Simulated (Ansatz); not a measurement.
# ZnCl2 + SiH4: a complex and its separated parts

Aim: how far the complex at one end of a reaction step lies below its separated, relaxed parts, level by level.

The runs use Ansatz 0.2.0, Gaussian basis; PBE0-D4/def2-TZVP structures, single points in def2-TZVPP, no counterpoise correction.

Levels: SPW92, PBE-D4, BLYP-D4, r2SCAN-D4, B97M-V, PBE0-D4, B3LYP-D4, r2SCAN0-D4, BHLYP-D4, CAM-B3LYP-D4, wB97X-V, wB97M-V, B2PLYP, PBE-QIDH, RPA on PBE, Hartree-Fock, MP2, CCSD, CCSD(T).

Cores are frozen in the correlated methods. The 3s and 3p shells of Cu and Zn are frozen; filled d shells are correlated. B3LYP uses VWN-RPA correlation. B2PLYP carries no dispersion term here.

94 further runs of the same task are left out: 94 set aside as unsound or not needed.

## 1. Starting geometry

The complex: 8 atoms, charge 0, spin multiplicity 1.

Atoms are counted from 1 here; the program's logs count them from 0.

Bond lengths: Zn1–Cl2 2.099 Å, Zn1–Cl3 2.105 Å, H4–Si5 1.505 Å, Si5–H6 1.479 Å, Si5–H7 1.483 Å, Si5–H8 1.479 Å. Angles: Cl2–Zn1–Cl3 167.3°, H4–Si5–H6 108.2°, H4–Si5–H7 106.0°, H4–Si5–H8 108.2°, H6–Si5–H7 111.1°, H6–Si5–H8 111.9°, H7–Si5–H8 111.1°.

Coordinates:

```xyz
8
Cl2H4SiZn
Zn   -0.84380   -1.83892    0.04865
Cl   -0.91812   -2.67357    1.97261
Cl   -0.96946   -1.40156   -2.00610
H     0.08745   -0.01103    0.72353
Si    0.55357    1.20661   -0.02903
H     1.57659    0.78029   -1.00867
H     1.13390    2.11819    0.98659
H    -0.62023    1.81990   -0.68768
```

Its parts: ZnCl2 holds atoms 1, 2, 3; SiH4 holds atoms 4, 5, 6, 7, 8. Each part counts its atoms afresh in its own runs.

## 2. Relaxing ZnCl2 alone

File relax-a/in.yaml:

```yaml
crystal:
  periodic: [false, false, false]
  atoms:
    - {symbol: Zn, position_ang: [-0.843801, -1.838921, 0.048655]}
    - {symbol: Cl, position_ang: [-0.918115, -2.673572, 1.972606]}
    - {symbol: Cl, position_ang: [-0.969458, -1.401562, -2.006095]}
basis:
  gaussian: {orbitals: def2-TZVP}
hamiltonian: {xc: pbe0, dispersion: d4}
relax: {f_tol: 0.005, max_steps: 200}
```

The run is started by

```bash
ansatz run in.yaml --threads 8 --pin off --events-out ev --progress --plain --max-ram 19148MiB
```

The log of the run, shortened:

```text
Functional definition: PBE0
  name "PBE0"
  cite "Adamo & Barone, J. Chem. Phys. 110, 6158 (1999) doi:10.1063/1.478522"
  cite "Perdew, Burke & Ernzerhof, Phys. Rev. Lett. 77, 3865 (1996) doi:10.1103/PhysRevLett.77.3865"
  parent pbe
[...]
1077 factors; their error is unknown
[...]
mean field -73453.96150905 eV, -2699.3832965743 hartree, gradient 4.2e-5 eV, S^2 0.000000; 0 other end points of the search recorded, 0 dependent functions left out
[...]
reference -73453.96153779 eV, -2699.3832976305 hartree; 32, 32 occupied and 90, 90 virtual orbitals, 1077 factors
[...]
1077 factors; their error is unknown
mean field -73454.00243837 eV, -2699.3848006990 hartree, gradient 3.2e-5 eV, S^2 0.000000; 1 other end points of the search recorded, 0 dependent functions left out
[...]
reference -73454.00246706 eV, -2699.3848017533 hartree; 32, 32 occupied and 90, 90 virtual orbitals, 1077 factors
Total energy: -73454.05762635 eV, -2699.3868288198 hartree
Atom 0 at    -0.909588    -1.969615     0.005599 Å, force    -0.001818    -0.003634    -0.001126 eV/Å
Atom 1 at    -0.885282    -2.606657     1.989245 Å, force     0.000926     0.001394     0.001887 eV/Å
Atom 2 at    -0.936503    -1.337782    -1.979678 Å, force     0.000892     0.002241    -0.000762 eV/Å
Dipole moment:     0.000879     0.001755     0.000549 e Å
```

Wall time 4.1 s (8 threads of Arm Neoverse V2, shared host).

Step by step:

```tsv
step	energy from step 1 (eV)	largest force component (eV/Å)
1	0.0000	0.3182
2	-0.0282	0.1608
3	-0.0410	0.0077
4	-0.0409	0.0528
5	-0.0411	0.0036
```

Close pairs (by a distance rule), those that changed most:

```tsv
bond	before (Å)	after (Å)	change (Å)
Zn1–Cl3	2.105	2.084	-0.021
Zn1–Cl2	2.099	2.084	-0.015
```

## 3. Relaxing SiH4 alone

File relax-b/in.yaml:

```yaml
crystal:
  periodic: [false, false, false]
  atoms:
    - {symbol: H, position_ang: [0.087454, -0.011032, 0.723529]}
    - {symbol: Si, position_ang: [0.553571, 1.206608, -0.029030]}
    - {symbol: H, position_ang: [1.576586, 0.780287, -1.008675]}
    - {symbol: H, position_ang: [1.133897, 2.118191, 0.986594]}
    - {symbol: H, position_ang: [-0.620234, 1.819903, -0.687685]}
basis:
  gaussian: {orbitals: def2-TZVP}
hamiltonian: {xc: pbe0, dispersion: d4}
relax: {f_tol: 0.005, max_steps: 200}
```

The run is started by

```bash
ansatz run in.yaml --threads 8 --pin off --events-out ev --progress --plain --max-ram 19148MiB
```

The log of the run, shortened:

```text
[... 5 set-up lines as earlier in the session ...]
[...]
444 factors; their error is unknown
[...]
mean field -7939.06940627 eV, -291.7554193860 hartree, gradient 2.3e-5 eV, S^2 0.000000; 0 other end points of the search recorded, 0 dependent functions left out
[...]
Atom 1 at     0.546260     1.182795    -0.003032 Å, force    -0.000047     0.000016    -0.000362 eV/Å
Atom 2 at     1.569581     0.796698    -1.007117 Å, force     0.000026     0.000034    -0.000027 eV/Å
Atom 3 at     1.139946     2.137550     0.966714 Å, force     0.000004    -0.000040     0.000165 eV/Å
Atom 4 at    -0.603009     1.825013    -0.689459 Å, force     0.000006     0.000046    -0.000023 eV/Å
Dipole moment:     0.000005     0.000004     0.000023 e Å
```

Wall time 0.95 s (8 threads of Arm Neoverse V2, shared host).

Relaxation path:

```tsv
step	energy from step 1 (eV)	largest force component (eV/Å)
1	0.0000	0.5453
2	-0.0148	0.1165
3	-0.0144	0.0961
4	-0.0159	0.0216
5	-0.0160	0.0004
```

Close pairs (by a distance rule), those that changed most:

```tsv
bond	before (Å)	after (Å)	change (Å)
H1–Si2	1.505	1.485	-0.021
Si2–H5	1.479	1.485	+0.006
Si2–H3	1.479	1.485	+0.006
Si2–H4	1.483	1.485	+0.002
```

## 4. SPW92/def2-TZVPP

File parta/in.yaml:

```yaml
crystal:
  periodic: [false, false, false]
  atoms:
    - {symbol: Zn, position_ang: [-0.909588, -1.969615, 0.005599]}
    - {symbol: Cl, position_ang: [-0.885282, -2.606657, 1.989245]}
    - {symbol: Cl, position_ang: [-0.936503, -1.337782, -1.979678]}
basis:
  gaussian: {orbitals: def2-TZVPP}
hamiltonian: {xc: lda}
```

File partb/in.yaml:

```yaml
crystal:
  periodic: [false, false, false]
  atoms:
    - {symbol: H, position_ang: [0.078496, -0.028099, 0.717627]}
    - {symbol: Si, position_ang: [0.546260, 1.182795, -0.003032]}
    - {symbol: H, position_ang: [1.569581, 0.796698, -1.007117]}
    - {symbol: H, position_ang: [1.139946, 2.137550, 0.966714]}
    - {symbol: H, position_ang: [-0.603009, 1.825013, -0.689459]}
basis:
  gaussian: {orbitals: def2-TZVPP}
hamiltonian: {xc: lda}
```

The same command starts each run, in its folder.

The run is started by

```bash
ansatz run in.yaml --threads 8 --pin off --events-out ev --progress --plain --max-ram 19148MiB
```

Log of parta, shortened:

```text
Functional definition: SPW92
  name "SPW92"
  cite "Dirac, Proc. Camb. Phil. Soc. 26, 376 (1930) doi:10.1017/S0305004100016108"
  cite "Slater, Phys. Rev. 81, 385 (1951) doi:10.1103/PhysRev.81.385"
  cite "Perdew & Wang, Phys. Rev. B 45, 13244 (1992) doi:10.1103/PhysRevB.45.13244"
[...]
1087 factors; their error is unknown
[...]
mean field -73309.39256019 eV, -2694.0704856960 hartree, gradient 7.2e-5 eV, S^2 0.000000; 0 other end points of the search recorded, 0 dependent functions left out
reference -73309.39259614 eV, -2694.0704870171 hartree; 32, 32 occupied and 116, 116 virtual orbitals, 1087 factors
Total energy: -73309.39259614 eV, -2694.0704870171 hartree
```

Output in partb, shortened:

```text
[... 5 set-up lines as earlier in the session ...]
[...]
524 factors; their error is unknown
[...]
mean field -7909.52603899 eV, -290.6697206636 hartree, gradient 2.6e-5 eV, S^2 0.000000; 0 other end points of the search recorded, 0 dependent functions left out
reference -7909.52607108 eV, -290.6697218428 hartree; 9, 9 occupied and 89, 89 virtual orbitals, 524 factors
Total energy: -7909.52607108 eV, -290.6697218428 hartree
```

They took 0.35 s (parta), 0.2 s (partb) on 8 threads of Arm Neoverse V2, shared host.

## 5. PBE-D4/def2-TZVPP

The same edit goes into each in.yaml of step 4 (parta, partb):

```diff
-hamiltonian: {xc: lda}
+hamiltonian: {xc: pbe, dispersion: d4}
```

Each run has its own folder and the same command.

The run is started by

```bash
ansatz run in.yaml --threads 8 --pin off --events-out ev --progress --plain --max-ram 19148MiB
```

Log of parta, shortened:

```text
Functional definition: PBE
  name "PBE"
[... 2 set-up lines as earlier in the session ...]
[...]
1087 factors; their error is unknown
[...]
mean field -73451.45352766 eV, -2699.2911299582 hartree, gradient 2.4e-5 eV, S^2 0.000000; 0 other end points of the search recorded, 0 dependent functions left out
reference -73451.45356609 eV, -2699.2911313703 hartree; 32, 32 occupied and 116, 116 virtual orbitals, 1087 factors
Total energy: -73451.51772070 eV, -2699.2934890087 hartree
```

Output in partb, shortened:

```text
[... 4 set-up lines as earlier in the session ...]
[...]
524 factors; their error is unknown
[...]
mean field -7938.15290443 eV, -291.7217385645 hartree, gradient 2.3e-5 eV, S^2 0.000000; 0 other end points of the search recorded, 0 dependent functions left out
reference -7938.15293873 eV, -291.7217398251 hartree; 9, 9 occupied and 89, 89 virtual orbitals, 524 factors
Total energy: -7938.19527964 eV, -291.7232958248 hartree
```

Times: 0.5 s (parta), 0.25 s (partb) on 8 threads of Arm Neoverse V2, shared host.

## 6. BLYP-D4/def2-TZVPP

Each input of step 5 (parta, partb) changes in the same lines:

```diff
-hamiltonian: {xc: pbe, dispersion: d4}
+hamiltonian: {xc: {name: BLYP}, dispersion: d4}
```

Each run has its own folder and the same command.

The run is started by

```bash
ansatz run in.yaml --threads 8 --pin off --events-out ev --progress --plain --max-ram 19148MiB
```

Output in parta, shortened:

```text
Functional definition: BLYP
  name "BLYP"
  cite "Becke, Phys. Rev. A 38, 3098 (1988) doi:10.1103/PhysRevA.38.3098"
  cite "Lee, Yang & Parr, Phys. Rev. B 37, 785 (1988) doi:10.1103/PhysRevB.37.785"
[...]
1087 factors; their error is unknown
[...]
mean field -73471.13165137 eV, -2700.0142876660 hartree, gradient 2.1e-5 eV, S^2 0.000000; 0 other end points of the search recorded, 0 dependent functions left out
reference -73471.13195428 eV, -2700.0142987980 hartree; 32, 32 occupied and 116, 116 virtual orbitals, 1087 factors
Total energy: -73471.26739604 eV, -2700.0192761909 hartree
```

partb printed, shortened:

```text
[... 4 set-up lines as earlier in the session ...]
[...]
524 factors; their error is unknown
[...]
mean field -7942.32373269 eV, -291.8750136760 hartree, gradient 1.7e-5 eV, S^2 0.000000; 0 other end points of the search recorded, 0 dependent functions left out
reference -7942.32401418 eV, -291.8750240206 hartree; 9, 9 occupied and 89, 89 virtual orbitals, 524 factors
Total energy: -7942.42242895 eV, -291.8786406965 hartree
```

They took 0.6 s (parta), 0.25 s (partb) on 8 threads of Arm Neoverse V2, shared host.

## 7. r2SCAN-D4/def2-TZVPP

Each input of step 6 (parta, partb) changes in the same lines:

```diff
-hamiltonian: {xc: {name: BLYP}, dispersion: d4}
+hamiltonian: {xc: r2scan, dispersion: d4}
```

One command serves all of them, each in its own folder.

The run is started by

```bash
ansatz run in.yaml --threads 8 --pin off --events-out ev --progress --plain --max-ram 19148MiB
```

parta printed, shortened:

```text
Functional definition: r2SCAN
  name "r2SCAN"
  cite "Furness, Kaplan, Ning, Perdew & Sun, J. Phys. Chem. Lett. 11, 8208 (2020) doi:10.1021/acs.jpclett.0c02405"
  cite "Furness, Kaplan, Ning, Perdew & Sun, J. Phys. Chem. Lett. 11, 9248 (2020) doi:10.1021/acs.jpclett.0c03077"
  parent r2scan
[...]
1087 factors; their error is unknown
[...]
mean field -73466.99476459 eV, -2699.8622598810 hartree, gradient 4.6e-5 eV, S^2 0.000000; 0 other end points of the search recorded, 0 dependent functions left out
reference -73466.99477606 eV, -2699.8622603025 hartree; 32, 32 occupied and 116, 116 virtual orbitals, 1087 factors
Total energy: -73467.00912194 eV, -2699.8627875038 hartree
```

Output in partb, shortened:

```text
[... 5 set-up lines as earlier in the session ...]
[...]
524 factors; their error is unknown
[...]
mean field -7941.75741854 eV, -291.8542020149 hartree, gradient 1.3e-5 eV, S^2 0.000000; 0 other end points of the search recorded, 0 dependent functions left out
reference -7941.75742914 eV, -291.8542024044 hartree; 9, 9 occupied and 89, 89 virtual orbitals, 524 factors
Total energy: -7941.76699851 eV, -291.8545540721 hartree
```

Times: 1.4 s (parta), 0.5 s (partb) on 8 threads of Arm Neoverse V2, shared host.

## 8. B97M-V/def2-TZVPP

The same edit goes into each in.yaml of step 7 (parta, partb):

```diff
-hamiltonian: {xc: r2scan, dispersion: d4}
+hamiltonian: {xc: {name: B97M-V}}
```

One command serves all of them, each in its own folder.

The run is started by

```bash
ansatz run in.yaml --threads 8 --pin off --events-out ev --progress --plain --max-ram 19148MiB
```

Output in parta, shortened:

```text
Functional definition: B97M-V
  name "B97M-V"
  cite "Mardirossian & Head-Gordon, J. Chem. Phys. 142, 074111 (2015) doi:10.1063/1.4907719"
  cite "Becke, J. Chem. Phys. 107, 8554 (1997) doi:10.1063/1.475007"
  cite "Vydrov & Van Voorhis, J. Chem. Phys. 133, 244103 (2010) doi:10.1063/1.3521275"
  # Of w^i u^j: cxij and so on, Table III.
[...]
  gx(w, u) = cx00 + cx01*u + cx02*u^2 + (cx10 + cx11*u)*w
[...]
  gos(w, u) = cos00 + cos01*u + cos03*u^3 + cos10*w + cos32*w^3*u^2
[...]
      + integral(e_c_pw_mod_opposite_spin*gos(b97_w_opposite, b97_u_opposite)) + vv10(b, c)
1087 factors; their error is unknown
[...]
mean field -73452.79252186 eV, -2699.3403370875 hartree, gradient 6.3e-5 eV, S^2 0.000000; 0 other end points of the search recorded, 0 dependent functions left out
reference -73452.79257695 eV, -2699.3403391120 hartree; 32, 32 occupied and 116, 116 virtual orbitals, 1087 factors
Total energy: -73452.79257695 eV, -2699.3403391120 hartree
```

Log of partb, shortened:

```text
[... 5 set-up lines as earlier in the session ...]
  # Of w^i u^j: cxij and so on, Table III.
[...]
  gx(w, u) = cx00 + cx01*u + cx02*u^2 + (cx10 + cx11*u)*w
[...]
  gos(w, u) = cos00 + cos01*u + cos03*u^3 + cos10*w + cos32*w^3*u^2
[...]
      + integral(e_c_pw_mod_opposite_spin*gos(b97_w_opposite, b97_u_opposite)) + vv10(b, c)
524 factors; their error is unknown
[...]
mean field -7940.58580373 eV, -291.8111459649 hartree, gradient 3.7e-5 eV, S^2 0.000000; 0 other end points of the search recorded, 0 dependent functions left out
reference -7940.58585617 eV, -291.8111478917 hartree; 9, 9 occupied and 89, 89 virtual orbitals, 524 factors
Total energy: -7940.58585617 eV, -291.8111478917 hartree
```

Wall times: 1.6 s (parta), 0.65 s (partb) on 8 threads of Arm Neoverse V2, shared host.

## 9. PBE0-D4/def2-TZVPP

Each input of step 8 (parta, partb) changes in the same lines:

```diff
-hamiltonian: {xc: {name: B97M-V}}
+hamiltonian: {xc: pbe0, dispersion: d4}
+output: {orbitals: {seedname: orbitals}}
```

The same command starts each run, in its folder.

The run is started by

```bash
ansatz run in.yaml --threads 8 --pin off --events-out ev --progress --plain --max-ram 19148MiB
```

Output in parta, shortened:

```text
[... 5 set-up lines as earlier in the session ...]
[...]
1234 factors; their error is unknown
[...]
mean field -73454.01630503 eV, -2699.3853102895 hartree, gradient 2.2e-5 eV, S^2 0.000000; 0 other end points of the search recorded, 0 dependent functions left out
reference -73454.01633371 eV, -2699.3853113435 hartree; 32, 32 occupied and 116, 116 virtual orbitals, 1234 factors
Total energy: -73454.07149300 eV, -2699.3873384097 hartree
```

Output in partb, shortened:

```text
[... 5 set-up lines as earlier in the session ...]
[...]
527 factors; their error is unknown
[...]
mean field -7939.10185144 eV, -291.7566117237 hartree, gradient 5.6e-5 eV, S^2 0.000000; 0 other end points of the search recorded, 0 dependent functions left out
reference -7939.10187733 eV, -291.7566126753 hartree; 9, 9 occupied and 89, 89 virtual orbitals, 527 factors
Total energy: -7939.13645875 eV, -291.7578835189 hartree
```

Wall times: 0.8 s (parta), 0.25 s (partb) on 8 threads of Arm Neoverse V2, shared host.

## 10. B3LYP-D4/def2-TZVPP

The same edit goes into each in.yaml of step 9 (parta, partb):

```diff
-hamiltonian: {xc: pbe0, dispersion: d4}
-output: {orbitals: {seedname: orbitals}}
+hamiltonian: {xc: {name: B3LYP}, dispersion: d4}
```

The same command starts each run, in its folder.

The run is started by

```bash
ansatz run in.yaml --threads 8 --pin off --events-out ev --progress --plain --max-ram 19148MiB
```

Log of parta, shortened:

```text
Functional definition: B3LYP
  name "B3LYP"
  cite "Stephens, Devlin, Chabalowski & Frisch, J. Phys. Chem. 98, 11623 (1994) doi:10.1021/j100096a001"
[... 2 set-up lines as earlier in the session ...]
  cite "Vosko, Wilk & Nusair, Can. J. Phys. 58, 1200 (1980) doi:10.1139/p80-159"
[...]
1190 factors; their error is unknown
[...]
mean field -73471.13273616 eV, -2700.0143275314 hartree, gradient 8.4e-5 eV, S^2 0.000000; 0 other end points of the search recorded, 0 dependent functions left out
reference -73471.13296315 eV, -2700.0143358731 hartree; 32, 32 occupied and 116, 116 virtual orbitals, 1190 factors
Total energy: -73471.23886531 eV, -2700.0182277056 hartree
```

Log of partb, shortened:

```text
[... 6 set-up lines as earlier in the session ...]
[...]
527 factors; their error is unknown
[...]
mean field -7943.47009095 eV, -291.9171415650 hartree, gradient 4.1e-5 eV, S^2 0.000000; 0 other end points of the search recorded, 0 dependent functions left out
reference -7943.47030161 eV, -291.9171493066 hartree; 9, 9 occupied and 89, 89 virtual orbitals, 527 factors
Total energy: -7943.53896722 eV, -291.9196727211 hartree
```

Times: 0.75 s (parta), 0.25 s (partb) on 8 threads of Arm Neoverse V2, shared host.

## 11. r2SCAN0-D4/def2-TZVPP

Each input of step 10 (parta, partb) changes in the same lines:

```diff
-hamiltonian: {xc: {name: B3LYP}, dispersion: d4}
+hamiltonian: {xc: {name: r2SCAN0}, dispersion: d4}
```

One command serves all of them, each in its own folder.

The run is started by

```bash
ansatz run in.yaml --threads 8 --pin off --events-out ev --progress --plain --max-ram 19148MiB
```

Output in parta, shortened:

```text
Functional definition: r2SCAN0
  name "r2SCAN0"
  cite "Bursch, Neugebauer, Ehlert & Grimme, J. Chem. Phys. 156, 134105 (2022) doi:10.1063/5.0086040"
[... 3 set-up lines as earlier in the session ...]
[...]
1234 factors; their error is unknown
[...]
mean field -73465.82449302 eV, -2699.8192531941 hartree, gradient 1.6e-5 eV, S^2 0.000000; 0 other end points of the search recorded, 0 dependent functions left out
reference -73465.82450215 eV, -2699.8192535296 hartree; 32, 32 occupied and 116, 116 virtual orbitals, 1234 factors
Total energy: -73465.84258367 eV, -2699.8199180131 hartree
```

Log of partb, shortened:

```text
[... 6 set-up lines as earlier in the session ...]
[...]
527 factors; their error is unknown
[...]
mean field -7941.68706951 eV, -291.8516167355 hartree, gradient 3.6e-6 eV, S^2 0.000000; 0 other end points of the search recorded, 0 dependent functions left out
reference -7941.68707796 eV, -291.8516170463 hartree; 9, 9 occupied and 89, 89 virtual orbitals, 527 factors
Total energy: -7941.69814161 eV, -291.8520236278 hartree
```

Wall times: 1.4 s (parta), 0.5 s (partb) on 8 threads of Arm Neoverse V2, shared host.

## 12. BHLYP-D4/def2-TZVPP

The same edit goes into each in.yaml of step 11 (parta, partb):

```diff
-hamiltonian: {xc: {name: r2SCAN0}, dispersion: d4}
+hamiltonian: {xc: {name: BHLYP}, dispersion: d4}
```

One command serves all of them, each in its own folder.

The run is started by

```bash
ansatz run in.yaml --threads 8 --pin off --events-out ev --progress --plain --max-ram 19148MiB
```

Log of parta, shortened:

```text
Functional definition: BHLYP
  name "BHLYP"
  cite "Becke, J. Chem. Phys. 98, 1372 (1993) doi:10.1063/1.464304"
[... 2 set-up lines as earlier in the session ...]
[...]
1328 factors; their error is unknown
[...]
mean field -73467.95811764 eV, -2699.8976624526 hartree, gradient 1.4e-5 eV, S^2 0.000000; 0 other end points of the search recorded, 0 dependent functions left out
reference -73467.95827154 eV, -2699.8976681083 hartree; 32, 32 occupied and 116, 116 virtual orbitals, 1328 factors
Total energy: -73468.05685641 eV, -2699.9012910355 hartree
```

partb printed, shortened:

```text
[... 5 set-up lines as earlier in the session ...]
[...]
546 factors; their error is unknown
[...]
mean field -7942.64000171 eV, -291.8866363480 hartree, gradient 4.8e-6 eV, S^2 0.000000; 0 other end points of the search recorded, 0 dependent functions left out
reference -7942.64014432 eV, -291.8866415887 hartree; 9, 9 occupied and 89, 89 virtual orbitals, 546 factors
Total energy: -7942.68772758 eV, -291.8883902415 hartree
```

They took 0.75 s (parta), 0.25 s (partb) on 8 threads of Arm Neoverse V2, shared host.

## 13. CAM-B3LYP-D4/def2-TZVPP

The same edit goes into each in.yaml of step 12 (parta, partb):

```diff
-hamiltonian: {xc: {name: BHLYP}, dispersion: d4}
+hamiltonian: {xc: {name: CAM-B3LYP}, dispersion: d4}
```

One command serves all of them, each in its own folder.

The run is started by

```bash
ansatz run in.yaml --threads 8 --pin off --events-out ev --progress --plain --max-ram 19148MiB
```

parta printed, shortened:

```text
Functional definition: CAM-B3LYP
  name "CAM-B3LYP"
  cite "Yanai, Tew & Handy, Chem. Phys. Lett. 393, 51 (2004) doi:10.1016/j.cplett.2004.06.011"
  cite "Iikura, Tsuneda, Yanai & Hirao, J. Chem. Phys. 115, 3540 (2001) doi:10.1063/1.1383587"
[... 2 set-up lines as earlier in the session ...]
[...]
1172 factors; their error is unknown
157 factors; integrals over basis functions are off by at most 9.9e-5 eV
[...]
mean field -73472.83933303 eV, -2700.0770438098 hartree, gradient 7.5e-5 eV, S^2 0.000000; 0 other end points of the search recorded, 0 dependent functions left out
reference -73472.83944371 eV, -2700.0770478771 hartree; 32, 32 occupied and 116, 116 virtual orbitals, 1172 factors
Total energy: -73472.89759976 eV, -2700.0791850725 hartree
```

partb printed, shortened:

```text
[... 6 set-up lines as earlier in the session ...]
[...]
  # Exact exchange under (alpha + beta erf(omega r))/r, Becke's under what is left of 1/r.
[...]
527 factors; their error is unknown
147 factors; integrals over basis functions are off by at most 1.1e-5 eV
[...]
mean field -7942.76487966 eV, -291.8912255279 hartree, gradient 9.0e-6 eV, S^2 0.000000; 0 other end points of the search recorded, 0 dependent functions left out
reference -7942.76498212 eV, -291.8912292936 hartree; 9, 9 occupied and 89, 89 virtual orbitals, 527 factors
Total energy: -7942.79915158 eV, -291.8924849979 hartree
```

They took 0.8 s (parta), 0.3 s (partb) on 8 threads of Arm Neoverse V2, shared host.

(Part 1 of 2 ends here.)
